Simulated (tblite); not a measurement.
# As9B8H33N8: the cost of one run

Computed with tblite 0.8.0 and PySCF 2.14.0 and routines of our own; the level stands in each step. Atoms count from 0.

## Step 1: The starting structure

58 atoms, charge 0, multiplicity 1; geometry from: force field, distance geometry or constructed start.

## Step 2: Relaxing the molecule with GFN2-xTB

The job: settings as JSON, then the geometry in Å.

```
{"job": {"kind": "relax", "xc": "GFN2-xTB", "basis": "xTB"}, "charge": 0, "multiplicity": 1}
B     -0.008800    -0.271000    -0.564600
B     -3.394700    -0.266600    -0.569900
B     -1.697400    -3.196800    -0.562000
B     -1.703300     2.660500    -0.569200
B      3.363200    -0.270400    -0.559600
B      1.671900    -1.244800     2.192400
B      1.675300    -3.192800    -0.566300
B      1.678600     2.658800    -0.561500
As    -1.699900    -1.246400    -1.252900
As    -0.016500    -0.270000     1.507100
As    -0.015800     1.679800    -1.254600
As     1.672700    -1.246300    -1.252500
As    -3.394900     1.681700    -1.247500
As    -0.011500    -4.170200    -1.255200
As     3.362000    -0.264100     1.505700
As     3.362300     1.681600    -1.246200
As     1.675600    -3.192600     1.506400
H      4.604100    -0.989100     2.011200
H     -0.014300    -5.600800    -0.743300
H      2.919100    -3.910100     2.014900
H      4.602900     2.401400    -0.744300
H     -3.392400     1.682500    -2.772700
H     -1.251400    -0.981100     2.018800
N      1.671000     4.113200    -1.081200
H      1.675700     4.150700    -2.115400
H      0.831500     4.630800    -0.746000
H      2.513600     4.634000    -0.749200
N      1.674600     2.656700     0.988200
H      0.838200     3.140100     1.359400
H      1.676300     1.689300     1.364800
H      2.516500     3.140300     1.360300
N     -3.393400    -0.267900     0.987200
H     -3.392500    -1.236300     1.359500
H     -2.551800     0.213100     1.365100
H     -4.227900     0.216200     1.358100
N     -1.702100     4.119700    -1.082600
H     -1.219800     4.749800    -0.418800
H     -1.218100     4.193800    -1.996800
H     -2.668700     4.466600    -1.204600
N     -2.973000    -3.921700    -1.078500
H     -2.994800    -3.942700    -2.112500
H     -2.988800    -4.913200    -0.744800
H     -3.827400    -3.455800    -0.752100
N     -1.700000     2.655600     0.985200
H     -2.673500     2.657800     1.363800
H     -1.220900     1.820100     1.358000
H     -1.216600     3.493900     1.360800
N      4.629400    -0.997200    -1.077400
H      4.657800    -1.981900    -0.748300
H      4.658100    -1.014400    -2.114300
H      5.493000    -0.538800    -0.745400
N     -1.696000    -3.193200     0.986700
H     -2.540600    -2.711300     1.361500
H     -1.706000    -4.163300     1.358400
H     -0.864300    -2.711800     1.362900
H      1.674700    -1.241300     3.365600
H      2.637100    -3.751700    -0.954900
H     -4.344100    -0.813100    -0.953700
```

Launch:

```sh
> OMP_NUM_THREADS=4 python large_run.py task.json out
```

The driver reads the jobs from task.json and runs them one after another.

**Question.** How long does this first job take on 4 threads of Arm Neoverse N1, shared host, and how much memory does it need?

About 60 s, with a peak of 0.17 GiB.
